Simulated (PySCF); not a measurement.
**A diatomic session: NaZn**

An exercise on one series of results from a longer session: the logs are not shown, and one member is left open.

Computed with PySCF 2.14.0. Level: Na def2-SVPD, Zn def2-SVPD, no relativity.

Set-up of the first run:

A driver script around PySCF takes these settings:

```
atoms                         : Na, Zn
charge                        : 0
basis                         : Na def2-SVPD, Zn def2-SVPD
Hamiltonian                   : no relativity
basis functions               : 52
electrons treated             : 41
masses in u                   : 22.9898, 63.9291
levels                        : PBE0, PBE, r²SCAN, TPSS, B2PLYP, B3LYP, HF, MP2, SCS-MP2
grid                          : 80 radial by 434 angular points
occupations                   : held fixed by the projection of orbital angular momentum
dissociation limit            : Na + Zn, each in its ground configuration
starting distance in angstrom : 2.765
values of 2S to try           : 1, 3
```

The run is started by

```console
> OMP_NUM_THREADS=1 python dia.py task.json out
```

Among the steps run: The job; The PBE0 curve of the state that the search chose; Higher solutions at PBE0; PBE; r²SCAN; TPSS; B2PLYP (double hybrid); B3LYP (global hybrid GGA); UHF (mean field).

One table of the session follows, with a row left open; its other results are not shown here.

Energy (eV) from each level's lowest point:

```
R (Å)    UHF  UHF-MP2  UHF-SCS-MP2    PBE   TPSS
2.707  0.313    0.170        0.191  0.081  0.080
2.833  0.208    0.089        0.107  0.028  0.027
2.959  0.135    0.041        0.055  0.004  0.004
3.054  0.097    0.020        0.031  0.000  0.000
3.148  0.069    0.008        0.015  0.004  0.004
3.242  0.049    0.002        0.006  0.013  0.015
3.368  0.030    0.000        0.001  0.031  0.035
3.526  0.016    0.004        0.000  0.059  0.065
3.715      ?        ?            ?      ?      ?
3.966  0.000    0.021        0.009  0.138  0.150
```

Q: Estimate the row for R (Å) = 3.715 from the others.

Worked estimate for «UHF». A straight line through the neighbours (3.526, 0.016) and (3.966, 0.000) gives 0.016 + (0.000 − 0.016) × (3.715 − 3.526) / (3.966 − 3.526) = 0.009; a parabola fitted to 3 rows on both sides gives 0.005.

**Answer.** UHF: 0.007; UHF-MP2: 0.011; UHF-SCS-MP2: 0.003; PBE: 0.094; TPSS: 0.103. In «UHF» the line misses by +0.002 and the parabola by -0.002.

Limits of these values: The bond is weak, and basis-set superposition, which was not computed, may be a sizeable part of it.
